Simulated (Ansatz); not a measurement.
# TaAs: the cost of one run

Method: DFT PBE, scalar-relativistic, plane waves, PAW, in Ansatz 0.2.0.

## 1. The system as given

The structure is tetragonal, space group I4_1md (No. 109). The conventional cell has a = 3.444 Å, b = 3.444 Å, c = 11.736 Å, α = 90.00°, β = 90.00°, γ = 90.00°. Ta (site symmetry 2mm) is surrounded by 6 As at 2.61 to 2.62 Å. As (site symmetry 2mm) is surrounded by 6 Ta at 2.61 to 2.62 Å.

As a file:

```xyz
4
Lattice="-1.7218 1.7218 5.8679 1.7218 -1.7218 5.8679 1.7218 1.7218 -5.8679" Properties=species:S:1:pos:R:3 pbc="T T T"
Ta    1.7218    0.0000    5.8676
Ta    0.0000    0.0000    8.8015
As    1.7218    0.0000    0.9698
As    0.0000    0.0000    3.9037
```

Source of the structure: the Materials Project (structure only).

(A quick probe on a coarse mesh, which set the mesh and smearing, is not shown.)

## 3. The relaxation

Contents of input.yaml:

```yaml
crystal:
  lattice:
    - [-1.7218133622, 1.7218133622, 5.8679415361]
    - [1.7218133622, -1.7218133622, 5.8679415361]
    - [1.7218133622, 1.7218133622, -5.8679415361]
  atoms:
    - { symbol: Ta, position: [0.4999673, 0.9999673, 0.5] }
    - { symbol: Ta, position: [0.7499673, 0.7499673, 0.0] }
    - { symbol: As, position: [0.08263212, 0.58263212, 0.5] }
    - { symbol: As, position: [0.33263212, 0.33263212, 0.0] }
basis:
  ecutwfc: 240.0
kpoints:
  mp_grid: { grid: [18, 18, 18] }
hamiltonian:
  xc: pbe
scf:
  occupations: { method: gaussian, width: 0.1 }
output:
  forces: true
  stress: true
  eigenvalues: true
relax:
  adjacent_minimum: "off"
  f_tol: 0.005
  max_steps: 80
  cell: { stress_tol: 0.05 }
```

On the command line:

```sh
ansatz run input.yaml --threads 1 --pin off --max-ram 2560MiB --backend cpu --events-out ev --progress --plain --runs-dir out
```

**Question.** How long does this run take on 1 thread of Arm Neoverse V1, shared host, and how much memory does it need?

About 13 min, with a peak of 0.67 GiB.
